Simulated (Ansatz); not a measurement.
# Ge: response to biaxial strain in the a-b plane

Aim: apply biaxial strain in the a-b plane to Ge from -4.5 to +4.5 %, where the length and tilt of c and the atoms relax, and follow energy, stress and any gap.

Computed with Ansatz 0.2.0 (DFT r2SCAN, scalar-relativistic, plane waves, PAW, unless a step's input says otherwise).

2 further runs of the same task are left out: 2 set aside as unsound or not needed.

## (1) The starting structure

It takes space group P6_3/mmc (No. 194, hexagonal). The conventional cell has a = 3.996 Å, b = 3.996 Å, c = 6.603 Å, α = 90.00°, β = 90.00°, γ = 120.00°. Around Ge (site symmetry 3m) lie 4 Ge at 2.45 to 2.47 Å.

As a file:

```xyz
4
Lattice="3.9956 0.0000 0.0000 -1.9978 3.4603 0.0000 0.0000 0.0000 6.6027" Properties=species:S:1:pos:R:3 pbc="T T T"
Ge    1.9978    1.1534    0.4158
Ge    0.0000    2.3069    3.7172
Ge    1.9978    1.1534    2.8855
Ge    0.0000    2.3069    6.1869
```

It goes back to an entry of the Materials Project, which need not be the stable form.

It is the result of an earlier relaxation at this level (volume 22.82 Å³/atom; gap on the mesh: 0.10 eV).

The unstrained cell comes from an earlier run at this level (4 atoms, E(σ→0) -17211.5570 eV, gap 0.10 eV over the zone).

## (2) The cell strained by -1.5 %

Contents of input.yaml:

```yaml
crystal:
  lattice:
    - [3.9357139714, 0.0, 0.0]
    - [-1.9678569857, 3.4084282813, 0.0]
    - [0.0, 0.0, 6.6621353556]
  atoms:
    - { symbol: Ge, position: [0.6666666667, 0.3333333333, 0.0629814339] }
    - { symbol: Ge, position: [0.3333333333, 0.6666666667, 0.5629814339] }
    - { symbol: Ge, position: [0.6666666667, 0.3333333333, 0.4370185661] }
    - { symbol: Ge, position: [0.3333333333, 0.6666666667, 0.9370185661] }
basis:
  ecutwfc: 500
kpoints:
  mp_grid: { grid: [12, 12, 6] }
hamiltonian:
  xc: r2scan
scf:
  occupations: { method: gaussian, width: 0.01 }
output:
  forces: true
  stress: true
  eigenvalues: true
relax:
  adjacent_minimum: "off"
  f_tol: 0.008
  max_steps: 40
  cell: { stress_tol: 0.015, fix: [a, b, gamma] }
```

The run is started by

```
> ansatz run input.yaml --threads 1 --pin off --max-ram 2560MiB --backend cpu --events-out ev --progress --plain --runs-dir out
```

The session goes on with these runs: seeking the band edges at -1.5 %; strain +1.5 %; strain -3.0 %; band edges over the zone at -3.0 %; strain +3.0 %; At -4.5 %; the gap over the whole zone at -4.5 %; At +4.5 %.

Before running it: what results should come out? Wanted: (1/V) d²E/dε² at zero strain, cubic fit; strain of the free axis c per applied strain.

**Answer**, as computed:

```
                                    quantity                    value
                         largest energy cost  60.1 meV/atom at -4.5 %
     (1/V) d²E/dε² at zero strain, cubic fit                  371 GPa
strain of the free axis c per applied strain                    -0.25
```

What this shows: The curvature of the energy, 371 GPa, is twice the biaxial modulus. Compression by 4.5 % costs 60.1 meV/atom and stretching 46.8. The free axis c moves against the applied strain (factor -0.25). The gap is closed at -4.5 %, +1.5 %, +3.0 %, +4.5 %.
